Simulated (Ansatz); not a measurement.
This script makes an atomisation energy of CBrCl, SMILES Cl[C]Br with Ansatz 0.2.0, Python API.

`cbrcl.xyz`
```text
3

Cl   -1.47750   -0.38280    0.00000
C    -0.07610    0.71150    0.00000
Br    1.55370   -0.32870    0.00000
```

`cbrcl.py`:
```python
"""Energy to split CBrCl into its atoms."""

from collections import Counter

import ansatz as az

BASIS = "def2-SVPD"
FUNCTIONAL = "pbe0"
VDW = "d4"


def energy_of(molecule, charge=0, unpaired=0):
    calc = (
        molecule.calculation()
        .basis(gaussian=BASIS)
        .functional(FUNCTIONAL, dispersion=VDW)
    )
    if charge:
        calc = calc.charge(charge)
    if unpaired:
        calc = calc.spin("collinear", total=unpaired)
    return calc.run(threads=1).report["free_energy_ev"]

cbrcl = az.Crystal.molecule_from_extxyz("cbrcl.xyz")

# Hund ground states
unpaired = {"Cl": 1, "C": 2, "Br": 1}
counts = Counter(site.symbol for site in cbrcl.cartesian_sites)
atom_energy = {s: energy_of(az.Crystal.molecule().atom(s, (0, 0, 0)), 0, unpaired[s]) for s in counts}
whole = energy_of(cbrcl, 0, 2)
for s, e in atom_energy.items():
    print(f"{s:2s} x{counts[s]}  {e:14.5f} eV")
print(f"CBrCl: {whole:.5f} eV")
split = sum(counts[s] * e for s, e in atom_energy.items()) - whole
print(f"atomisation energy (no zero-point term): {23.060548 * split:.1f} kcal/mol, {split / sum(counts.values()):.3f} eV an atom")
```

What does it cost to take this molecule apart into atoms?

144.8 kcal/mol from the electronic energies, without the zero-point term.

The output:

Running `python cbrcl.py` prints:
```text
Cl x1    -12513.06053 eV
C  x1     -1027.54175 eV
Br x1    -70028.57656 eV
CBrCl: -83575.45929 eV
atomisation energy (no zero-point term): 144.8 kcal/mol, 2.093 eV an atom
```

Notes:
- Total energies depend on the basis set; only differences at equal settings carry meaning.
- The geometry is a force-field or estimated start, not a minimum of this method, and the basis set is short of its limit. All parts are taken at fixed geometry, without zero-point energy.
- The species is open-shell (spin multiplicity 3).
- The spin-orbit lowering of heavy atoms is left out.
- The whole script took 4.9 s on 1 thread of Arm Neoverse V2, with other jobs on the host, peak memory 0.29 GiB.

(Lines on the test bed's own set-up are left out of the output.)
